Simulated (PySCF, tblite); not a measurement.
**C₄H₇FN₂Si: geometry, infrared bands and NMR shifts**

What infrared bands and NMR shifts should C₄H₇FN₂Si (`Cc1c(F)cnn1[SiH3]`) show?

Programs: tblite 0.8.0 and PySCF 2.14.0, with density-fitted response routines of our own. Each step states its level of theory. These are calculated values for one molecule in the gas phase, unless marked as measured. Atoms count from 0, in the outputs and in this text.

### Step 1. Starting geometry

15 atoms, charge 0, multiplicity 1; geometry from: force field or distance geometry start.

Bonds of the start (Å): C0–C1 1.48, C1–C2 1.36, C2–F3 1.35, C2–C4 1.39, C4–N5 1.33, N5–N6 1.37, N6–Si7 1.79, N6–C1 1.39, C0–H8 1.09, C0–H9 1.11, C0–H10 1.09, C4–H11 1.08, Si7–H12 1.49, Si7–H13 1.49, Si7–H14 1.49.

### Step 2. Optimising the geometry with GFN2-xTB

What the job is given:

```
{"job": {"kind": "relax", "xc": "GFN2-xTB", "basis": "xTB"}, "charge": 0, "multiplicity": 1}
C      0.110000     1.798300     0.127800
C     -0.508200     0.458700    -0.029400
C     -1.811100     0.090900    -0.166800
F     -2.863900     0.934500    -0.223100
C     -1.861200    -1.297400    -0.259700
N     -0.640800    -1.826100    -0.187700
N      0.180900    -0.745400    -0.038300
Si     1.949900    -0.955100     0.124900
H      0.805400     2.007000    -0.686100
H     -0.675600     2.575900     0.110900
H      0.627500     1.889800     1.081000
H     -2.719800    -1.947500    -0.391100
H      2.352600    -2.388900     0.074000
H      2.643000    -0.217800    -0.971900
H      2.406800    -0.368900     1.413500
```

Launch:

```console
$ OMP_NUM_THREADS=1 python probes_run.py task.json out
```

One launch serves the whole session: the jobs run in the order shown.

**Question.** This job is followed by: GFN2-xTB harmonic vibrations, gas phase; GIAO PBE0/pcSseg-1 NMR shielding, non-relativistic, gas phase. What will the session give for the following? strongest single infrared mode (GFN2-xTB); zero-point energy (GFN2-xTB); ¹³C shifts against TMS (PBE0/pcSseg-1); ¹H shifts against TMS (PBE0/pcSseg-1, means over atoms taken as alike); ¹⁹F shifts against CFCl3 (PBE0/pcSseg-1); ¹⁵N shifts against NH3 (PBE0/pcSseg-1); ²⁹Si shifts against TMS (PBE0/pcSseg-1).

As calculated:

| quantity | value |
| --- | --- |
| strongest single infrared mode (GFN2-xTB) | 2250 cm⁻¹, 357 km/mol |
| zero-point energy (GFN2-xTB) | 64.2 kcal/mol |
| ¹³C shifts against TMS (PBE0/pcSseg-1) | 159.9, 135.3, 133.6, 9.9 ppm |
| ¹H shifts against TMS (PBE0/pcSseg-1, means over atoms taken as alike) | 7.59, 5.21, 2.49 ppm |
| ¹⁹F shifts against CFCl3 (PBE0/pcSseg-1) | -191.6 ppm |
| ¹⁵N shifts against NH3 (PBE0/pcSseg-1) | 349.3, 212.1 ppm |
| ²⁹Si shifts against TMS (PBE0/pcSseg-1) | -47.1 ppm |

Over 40 steps the energy fell by 0.181 eV; of the close pairs, Si7–H12 changed most, 1.490 to 1.451 Å. All 39 modes are real, so the xTB geometry is a minimum. The strongest single mode, at 2250 cm⁻¹, moves mainly H13 and H14. GFN2-xTB is a fitted tight-binding method: band positions and strengths are rough. Its intensities can rank the bands wrongly. At PBE0/pcSseg-1: The widest tensor belongs to N5: span 487 ppm, with a paramagnetic part of -404 ppm. NICS(1)zz of -28 ppm above the planar ring from C1 marks a diatropic (aromatic) ring current.
